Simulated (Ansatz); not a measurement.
# H₃NOZn: a ladder of functionals and wavefunction methods

An exercise on one series of results from a longer session: the logs are not shown, and one member is left open.

The runs use Ansatz 0.2.0, Gaussian basis; functionals in def2-TZVPP, the program's frozen cores in correlated methods.

The runs, in order: LDA (SPW92), PBE-D4, revPBE-D4, BLYP-D4, r2SCAN-D4, B97M-V, PBE0-D4, B3LYP-D4, r2SCANh-D4, r2SCAN0-D4, HSE06-D4, BHLYP-D4, CAM-B3LYP-D4, LC-ωPBE, ωB97X-V, ωB97M-V, B2PLYP, PBE-QIDH; CCSD(T)/def2-SVP; CCSD(T)/def2-TZVPP; MP2/def2-QZVPP; extrapolation to the limit; RPA on PBE.

**The relaxed structure**

All runs share one geometry, relaxed beforehand with PBE0-D4 in a triple-zeta def2 set.

SMILES `[NH2][Zn][OH]`, 6 atoms, charge 0, spin multiplicity 1.

Atoms are counted from 1 here; the program's logs count them from 0.

Bond lengths: N1–Zn2 1.810 Å, N1–H4 1.011 Å, N1–H5 1.011 Å, Zn2–O3 1.771 Å, O3–H6 0.958 Å. Angles: Zn2–N1–H4 116.1°, Zn2–N1–H5 116.1°, H4–N1–H5 107.8°, N1–Zn2–O3 172.0°, Zn2–O3–H6 115.2°.

The first run:

in.yaml reads:

```yaml
crystal:
  periodic: [false, false, false]
  atoms:
    - {symbol: N, position_ang: [-1.026333, 0.100285, -1.005953]}
    - {symbol: Zn, position_ang: [0.320194, -0.226633, 0.158065]}
    - {symbol: O, position_ang: [1.674744, -0.754963, 1.169814]}
    - {symbol: H, position_ang: [-0.917056, 0.915097, -1.593997]}
    - {symbol: H, position_ang: [-1.957155, 0.126542, -0.612874]}
    - {symbol: H, position_ang: [1.905597, -0.160329, 1.884945]}
basis:
  gaussian: {orbitals: def2-TZVPP}
hamiltonian: {xc: lda}
output: {orbitals: {seedname: orbitals}}
```

Steps of the session up to this table: LDA; PBE-D4 (GGA); revPBE-D4 (GGA); BLYP-D4 (GGA); r2SCAN-D4 (meta-GGA); B97M-V (meta-GGA); PBE0-D4 (hybrid); B3LYP-D4 (hybrid); r2SCANh-D4 (hybrid); r2SCAN0-D4 (hybrid); HSE06-D4 (hybrid); BHLYP-D4 (hybrid); CAM-B3LYP-D4 (range-separated); LC-ωPBE (range-separated); ωB97X-V (range-separated); ωB97M-V (range-separated); B2PLYP (double hybrid); PBE-QIDH (double hybrid).

One table of the session follows, with a row left open; its other results are not shown here.

It belongs to the step «Orbital energies across the functionals». 

```
  functional  HOMO (eV)  gap (eV)
 LDA (SPW92)      -5.96      4.27
      PBE-D4      -5.74      4.24
   revPBE-D4      -5.66      4.24
     BLYP-D4          ?         ?
   r2SCAN-D4      -6.01      4.86
      B97M-V      -6.03      4.59
     PBE0-D4      -7.11      6.43
    B3LYP-D4      -6.89      5.87
  r2SCANh-D4      -6.52      5.67
  r2SCAN0-D4      -7.31      6.86
    HSE06-D4      -6.70      5.66
    BHLYP-D4      -8.40      8.35
CAM-B3LYP-D4      -8.57      8.67
     LC-ωPBE      -9.96     11.31
     ωB97X-V      -9.57     10.73
     ωB97M-V      -9.49     10.30
```

Estimate the missing values for BLYP-D4.

Worked estimate for «HOMO (eV)». Against the share of exact exchange, B3LYP-D4 (0.2, -6.89), BHLYP-D4 (0.5, -8.40) give a slope of -5.03 per unit share; at 0 the line stands at -5.88.

The run gave: HOMO (eV): -5.64; gap (eV): 4.11. In «HOMO (eV)» the line misses by -0.24.
